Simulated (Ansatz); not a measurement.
# C4H2F8: basis-set convergence

The task here is to estimate one member of a computed series from the others.

Program: Ansatz 0.2.0, Gaussian basis. Level of theory: one geometry, several basis sets. These are calculated values, not measurements.

Levels to be run: PBE0-D4/def2-SVP; ωB97M-V/def2-SVP; PBE0-D4/def2-QZVPP; ωB97M-V/def2-QZVPP; the functionals' def2-TZVPP values are taken from earlier runs.

**The relaxed structure**

An earlier PBE0-D4 in a triple-zeta def2 set relaxation fixed the geometry.

SMILES `FCC(F)(C(F)(F)F)C(F)(F)F`, 14 atoms, charge 0, spin multiplicity 1.

Atoms are counted from 1 here; the program's logs count them from 0.

Bond lengths: F1–C2 1.366 Å, C2–C3 1.522 Å, C2–H13 1.093 Å, C2–H14 1.091 Å, C3–F4 1.364 Å, C3–C5 1.550 Å, C3–C9 1.547 Å, C5–F6 1.333 Å, C5–F7 1.323 Å, C5–F8 1.331 Å, C9–F10 1.321 Å, C9–F11 1.336 Å, C9–F12 1.332 Å. Angles: F1–C2–C3 110.6°, F1–C2–H13 109.1°, F1–C2–H14 108.9°, C3–C2–H13 110.0°, C3–C2–H14 108.2°, H13–C2–H14 110.0°, C2–C3–F4 110.0°, C2–C3–C5 112.0°, C2–C3–C9 109.0°, F4–C3–C5 107.2°, F4–C3–C9 106.8°, C5–C3–C9 111.7°, C3–C5–F6 110.2°, C3–C5–F7 110.2°, C3–C5–F8 111.6°, F6–C5–F7 108.7°, F6–C5–F8 108.1°, F7–C5–F8 107.9° and more.

Set-up of the first run:

in.yaml reads:

```yaml
crystal:
  periodic: [false, false, false]
  atoms:
    - {symbol: F, position_ang: [-2.093639, 0.932619, 0.671568]}
    - {symbol: C, position_ang: [-1.394788, -0.206204, 0.385421]}
    - {symbol: C, position_ang: [0.101254, 0.071025, 0.373654]}
    - {symbol: F, position_ang: [0.538058, 0.325571, 1.640748]}
    - {symbol: C, position_ang: [0.455946, 1.308776, -0.490132]}
    - {symbol: F, position_ang: [-0.205715, 1.269036, -1.646363]}
    - {symbol: F, position_ang: [0.129157, 2.420197, 0.148289]}
    - {symbol: F, position_ang: [1.757834, 1.359742, -0.760393]}
    - {symbol: C, position_ang: [0.844264, -1.196755, -0.109516]}
    - {symbol: F, position_ang: [2.140094, -1.132941, 0.140716]}
    - {symbol: F, position_ang: [0.359212, -2.269132, 0.522800]}
    - {symbol: F, position_ang: [0.665064, -1.377133, -1.417257]}
    - {symbol: H, position_ang: [-1.711609, -0.584898, -0.589315]}
    - {symbol: H, position_ang: [-1.597932, -0.949201, 1.158681]}
basis:
  gaussian: {orbitals: def2-SVP}
hamiltonian: {xc: pbe0, dispersion: d4}
output: {orbitals: {seedname: orbitals}}
```

Command:

```
ansatz run in.yaml --threads 4 --pin off --events-out ev --progress --plain --max-ram 46080MiB --backend cpu
```

Among the steps run: PBE0-D4 in def2-SVP; ωB97M-V in def2-SVP; PBE0-D4 in def2-QZVPP; ωB97M-V in def2-QZVPP.

One of the session's tables, all rows but one given; the rest of the session is left out.

It belongs to the step «Density functionals: the series». 

```
functional       basis  HOMO (eV)  LUMO (eV)
   PBE0-D4    def2-SVP          ?          ?
   PBE0-D4  def2-TZVPP     -10.48       0.75
   PBE0-D4  def2-QZVPP     -10.53       0.54
   ωB97M-V    def2-SVP     -12.71       3.41
   ωB97M-V  def2-TZVPP     -12.89       2.69
   ωB97M-V  def2-QZVPP     -12.94       1.87
```

Estimate the missing values for PBE0-D4, def2-SVP.

As computed: HOMO (eV): -10.33; LUMO (eV): 1.14. In the column «HOMO (eV)» it is the highest.
